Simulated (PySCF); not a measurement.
**RuF−: from the state search to spectroscopic constants**

One table from this session's results is given with a row withheld; the runs are named, their logs left out.

Method: Ru def2-TZVPPD with ECP28, F def2-TZVPPD, scalar-relativistic core potentials; program: PySCF 2.14.0.

Set-up of the first run:

The job is set up so:

```yaml
atoms: Ru, F
charge: -1
basis: Ru def2-TZVPPD with ECP28, F def2-TZVPPD
Hamiltonian: scalar-relativistic core potentials
basis_functions: 96
electrons_treated: 26
masses_in_u: 101.9043, 18.9984
levels: PBE0, PBE, r²SCAN, LDA, M06, M06-L, PBEsol, B97-3, ωB97X-V, HF, MP2, SCS-MP2, CCSD, CCSD(T)
grid: 80 radial by 434 angular points
occupations: held fixed by the projection of orbital angular momentum
dissociation_limit: Ru + F−, each in its ground configuration
starting_distance_in_angstrom: 1.910
values_of_2S_to_try: 0, 2, 4, 6
```

The run is started by

```bash
> OMP_NUM_THREADS=2 python dia.py task.json out
```

Among the steps run: The job; PBE0 along the bond; Excited determinants; PBE (GGA); r²SCAN (meta-GGA); LDA; M06; M06-L (meta-GGA); PBEsol; B97-3 (global hybrid GGA); ωB97X-V (range-separated hybrid); ROHF (mean field); Correlated methods on the Hartree–Fock reference.

One table of the session follows, with a row left open; its other results are not shown here.

Energy (eV) from each level's lowest point:

```
R (Å)   ROHF  ROHF-MP2  ROHF-SCS-MP2  ROHF-CCSD  ROHF-CCSD(T)
1.717  1.140     0.769         0.849        n/a           n/a
1.796  0.539     0.308         0.359      0.391         0.367
1.876  0.199     0.077         0.103      0.119         0.105
1.936  0.065     0.007         0.019      0.026         0.019
1.996  0.005     0.000         0.000      0.000         0.000
2.056  0.000     0.038         0.028      0.023         0.029
2.136      ?         ?             ?          ?             ?
2.236  0.179     0.302         0.271      0.253         0.276
2.355  0.374     0.530         0.490      0.464         0.498
2.515  0.654     0.838         0.791        n/a           n/a
```

Q: Estimate the row for R (Å) = 2.136 from the others.

Worked estimate for «ROHF». A straight line through the neighbours (2.056, 0.000) and (2.236, 0.179) gives 0.000 + (0.179 − 0.000) × (2.136 − 2.056) / (2.236 − 2.056) = 0.080; a parabola fitted to 4 rows on both sides gives 0.060.

As computed: ROHF: 0.053; ROHF-MP2: 0.136; ROHF-SCS-MP2: 0.115; ROHF-CCSD: 0.103; ROHF-CCSD(T): 0.117. In «ROHF» the line misses by +0.027 and the parabola by +0.007.

Caveats from the session: Lowest PBE0 solution found, without spin–orbit coupling: ⁵Δ (quintet), unpaired electrons σ ↑, π ↑↑, δ ↑. The state is the lowest single determinant that the PBE0 search found; with open d or f shells the true ground state can be another one. Spin–orbit coupling is left out.
